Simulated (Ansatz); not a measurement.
# ClH₈NSi₃: one species, many methods

One table from this session's results is given with a row withheld; the runs are named, their logs left out.

Method: functionals in def2-TZVPP, the program's frozen cores in correlated methods; program: Ansatz 0.2.0, Gaussian basis.

The runs, in order: PBE-D4, r2SCAN-D4, PBE0-D4, B3LYP-D4, ωB97X-V, ωB97M-V, B2PLYP; CCSD(T)/def2-TZVPP; MP2/def2-QZVPP; extrapolation to the limit.

## Structure used throughout

All runs share one geometry, relaxed beforehand with PBE0-D4 in a triple-zeta def2 set.

13 atoms, charge 0, spin multiplicity 1.

Atoms are counted from 1 here; the program's logs count them from 0.

Bond lengths: Si1–N2 1.727 Å, Si1–H6 1.485 Å, Si1–H7 1.487 Å, Si1–H8 1.489 Å, N2–Si3 1.726 Å, N2–H9 1.010 Å, Si3–Si4 2.346 Å, Si3–H10 1.489 Å, Si3–H11 1.494 Å, Si4–Cl5 2.067 Å, Si4–H12 1.486 Å, Si4–H13 1.484 Å. Angles: N2–Si1–H6 106.5°, N2–Si1–H7 112.0°, N2–Si1–H8 111.7°, H6–Si1–H7 109.9°, H6–Si1–H8 109.0°, H7–Si1–H8 107.7°, Si1–N2–Si3 128.6°, Si1–N2–H9 116.3°, Si3–N2–H9 115.1°, N2–Si3–Si4 110.8°, N2–Si3–H10 108.7°, N2–Si3–H11 113.8°, Si4–Si3–H10 108.6°, Si4–Si3–H11 107.8°, H10–Si3–H11 107.0°, Si3–Si4–Cl5 108.6°, Si3–Si4–H12 110.2°, Si3–Si4–H13 114.0° and more.

Set-up of the first run:

in.yaml reads:

```yaml
crystal:
  periodic: [false, false, false]
  atoms:
    - {symbol: Si, position_ang: [-1.191016, -1.012372, 1.247952]}
    - {symbol: N, position_ang: [0.438874, -1.128624, 0.689468]}
    - {symbol: Si, position_ang: [1.161876, -0.380917, -0.687555]}
    - {symbol: Si, position_ang: [0.147755, 1.685245, -1.142102]}
    - {symbol: Cl, position_ang: [-0.072695, 2.717194, 0.634868]}
    - {symbol: H, position_ang: [-1.900751, -0.118992, 0.297463]}
    - {symbol: H, position_ang: [-1.271112, -0.452877, 2.622850]}
    - {symbol: H, position_ang: [-1.865613, -2.339421, 1.260067]}
    - {symbol: H, position_ang: [1.055784, -1.719987, 1.228654]}
    - {symbol: H, position_ang: [2.604757, -0.148482, -0.402974]}
    - {symbol: H, position_ang: [1.089805, -1.207751, -1.929860]}
    - {symbol: H, position_ang: [1.015856, 2.496929, -2.034966]}
    - {symbol: H, position_ang: [-1.193220, 1.575356, -1.769165]}
basis:
  gaussian: {orbitals: def2-TZVPP}
hamiltonian: {xc: pbe, dispersion: d4}
output: {forces: true, orbitals: {seedname: orbitals}}
```

Launch:

```bash
> ansatz run in.yaml --threads 4 --pin off --events-out ev --progress --plain --max-ram 10444MiB
```

Among the steps run: PBE-D4 (GGA); r2SCAN-D4 (meta-GGA); PBE0-D4 (hybrid); B3LYP-D4 (hybrid); ωB97X-V (range-separated); ωB97M-V (range-separated); B2PLYP (double hybrid); CCSD(T) in def2-TZVPP; MP2 in def2-QZVPP.

One table of the session follows, with a row left open; its other results are not shown here.

```
            method  atomisation energy (kJ/mol)
            PBE-D4                       4014.8
         r2SCAN-D4                       4031.0
           PBE0-D4                       3996.5
          B3LYP-D4                       4040.3
           ωB97X-V                       4085.2
           ωB97M-V                       4055.6
            B2PLYP                       3975.9
     HF/def2-TZVPP                       3004.0
    MP2/def2-TZVPP                       3930.6
   CCSD/def2-TZVPP                       3883.3
CCSD(T)/def2-TZVPP                            ?
           MP2/CBS                       4054.9
       CCSD(T)/CBS                       4052.0
```

**Question.** Estimate the row for CCSD(T)/def2-TZVPP.

**Answer.** atomisation energy (kJ/mol): 3927.7. In the column «atomisation energy (kJ/mol)» it lies between CCSD/def2-TZVPP (3883.3) and MP2/def2-TZVPP (3930.6).

Caveats from the session: Free atoms (3 Si, 1 N, 1 Cl, 8 H) were run apart at each level; the atomisation energy is their sum less the molecule, without zero-point or spin-orbit terms.
